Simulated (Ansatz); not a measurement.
CsLiCr2Te2S3:

```
Cs Li Cr Te S
1.0
     3.31929    1.91639    6.87982
    -3.31929    1.91639    6.87982
     0.00000   -3.83279    6.87982
Cs Li Cr Te S
1 1 2 2 3
Direct
  0.00000 0.00000 0.00000
  0.50000 0.50000 0.50000
  0.79848 0.79848 0.79848
  0.20152 0.20152 0.20152
  0.67990 0.67990 0.67990
  0.32010 0.32010 0.32010
  0.13626 0.86374 0.50000
  0.50000 0.13626 0.86374
  0.86374 0.50000 0.13626
```

The cell was built by a generator and needn't be a form met in nature.

- Program: Ansatz 0.2.0
- Task: relaxation of cell and atoms
- Functional: LDA
- Potentials or basis: Ansatz PAW
- Cutoff: 420 eV (not typed: the program's choice for these potentials)
- k mesh: 4 × 4 × 4
- Occupations: fermi-dirac, width 0.05 eV
- Spin: collinear spin, ferromagnetic start
- Starting moments: [0.0, 0.0, 3.0, 3.0, 0.0, 0.0, 0.0, 0.0, 0.0] μB

At the start: volume 29.18 Å³/atom.

Problem. How do energy, volume and symmetry change on relaxing?

Solution. It ends after 9 steps and the volume is 24.93 Å³/atom (-14.5 %); space group R32 (No. 155, to 0.05 Å); moment 3.99 μB per cell.

Step by step:
```
step  energy change (eV)  largest force (eV/Å)  volume (Å³)
   1              0.0000                0.4889       262.58
   2             -0.3101                0.4722       242.32
   3             -0.4080                0.0843       224.05
   4             -0.4228                0.0328       224.22
   5             -0.4262                0.0105       224.33
   6             -0.4262                0.0038       224.74
   7             -0.4221                0.0040       224.74
   8             -0.4222                0.0015       224.39
   9             -0.4222                0.0015       224.39
```

Final structure:
```
Cs Li Cr Te S
1.0
     3.23242    1.86623    6.19940
    -3.23242    1.86623    6.19940
     0.00000   -3.73247    6.19940
Cs Li Cr Te S
1 1 2 2 3
Direct
  0.00000 0.00000 0.00000
  0.50000 0.50000 0.50000
  0.79476 0.79476 0.79476
  0.20524 0.20524 0.20524
  0.66627 0.66627 0.66627
  0.33373 0.33373 0.33373
  0.13027 0.86973 0.50000
  0.50000 0.13027 0.86973
  0.86973 0.50000 0.13027
```

Caveat: the plane-wave basis is chosen anew once the cell has moved, so the energies of steps on either side of that aren't comparable; only a ferromagnetic start was run, and an antiferromagnetic order may lie lower in energy; the PAW data sets come from PBE, with cores solved anew for the run's functional, which leaves a small shift of forces and pressure.
